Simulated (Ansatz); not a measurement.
# HfB: how the settings move a single-point run

How sensitive is a single-point run of HfB to its settings? A reference run comes first, then one run with altered input.

Method: reference: DFT, PBE, PAW with Ansatz's default frozen-core files, scalar-relativistic, in Ansatz 0.2.0.

1 further run of the same task is left out (set aside as unsound or not needed).

**1. Starting point**

Symmetry: Fm-3m, No. 225, cubic system. Conventional cell: a = 3.785 Å, b = 3.785 Å, c = 3.785 Å, α = 90.00°, β = 90.00°, γ = 90.00°. Hf (site symmetry m-3m) has 6 B at 1.89 Å as nearest neighbours. B (site symmetry m-3m) has 6 Hf at 1.89 Å as nearest neighbours.

As a file:

```
Hf B
1.0
     0.00000    1.89263    1.89263
     1.89263    0.00000    1.89263
     1.89263    1.89263    0.00000
Hf B
1 1
Direct
  0.50000 0.50000 0.50000
  0.00000 0.00000 0.00000
```

**2. Reference**

The input, input.yaml:

```yaml
crystal:
  lattice:
    - [0.0, 1.8926321351, 1.8926321351]
    - [1.8926321351, 0.0, 1.8926321351]
    - [1.8926321351, 1.8926321351, 0.0]
  atoms:
    - { symbol: Hf, position: [0.5, 0.5, 0.5] }
    - { symbol: B, position: [0.0, 0.0, 0.0] }
kpoints:
  mp_grid: { grid: [13, 13, 13] }
  band_path:
    path:
      - [0.0, 0.0, 0.0]
      - [0.5, 0.0, 0.5]
      - [0.625, 0.25, 0.625]
      - [0.375, 0.375, 0.75]
      - [0.0, 0.0, 0.0]
      - [0.5, 0.5, 0.5]
      - [0.5, 0.25, 0.75]
      - [0.5, 0.0, 0.5]
    npoints: 6
scf:
  occupations: { method: fermi_dirac, width: 0.05 }
hamiltonian:
  xc: pbe
  pseudopotentials: { kind: paw }
output:
  forces: true
  stress: true
  eigenvalues: true
  efg: { contact_densities: true }
  populations: true
```

On the command line:

```bash
$ ansatz run input.yaml --threads 1 --pin off --max-ram 2048MiB --backend cpu --events-out ev --progress --plain --runs-dir out
```

**3. Variant: eigensolver.kind davidson, scf.algorithm density_mixing, hubbard.sites [{species: Hf, l: d, u_eff: 2.0}], hubbard.double_counting fll**

input.yaml, as its differences from that of step 2:

```diff
@@ -23,2 +23,4 @@
   occupations: { method: fermi_dirac, width: 0.05 }
+  eigensolver: { kind: davidson }
+  algorithm: density_mixing
 hamiltonian:
@@ -26,2 +28,3 @@
   pseudopotentials: { kind: paw }
+  hubbard: { sites: [{ species: Hf, l: d, u_eff: 2.0 }], double_counting: fll }
 output:
```

**Question.** What will these runs give? Wanted: for each run, ending; energy change; pressure; gap; force.

The runs gave:

```
                                                                                                                                     run     ending                                        energy change  pressure (GPa)  gap (eV)  force (eV/Å)  cycles   time
                                                                                                                               reference  converged                                                    0           433.5      0.00          0.00       7  4.3 s
1: eigensolver.kind davidson, scf.algorithm density_mixing, hubbard.sites [{species: Hf, l: d, u_eff: 2.0}], hubbard.double_counting fll  converged  +1.19 eV/atom (U changed: no physical gain or loss)           437.4      0.00          0.00       7    8 s
```

Residual by cycle in the longest SCF loop of each run; runs are numbered as in the table. The quantity is the density residual dr2, in eV.

```
cycle  reference    run 1
    1      0.858     3.79
    2      0.236    0.561
    3     0.0134   0.0356
    4     6.0e-4  0.00105
    5     9.0e-5   1.4e-4
    6     2.5e-7   5.4e-6
    7     1.9e-9   3.9e-9
```

**Reading.** Changing the solver and Hubbard U moves the energy by +1.19 eV/atom, and the pressure goes from 433.5 to 437.4 GPa. The U term adds an energy of its own, so the shift says nothing about which run is better. Cost: 8 s against 4.3 s. A changed U is a change of model: its shifts are not errors of convergence. The structure is not at rest: the sound run finds 434 GPa, so these are no properties of the relaxed crystal. 
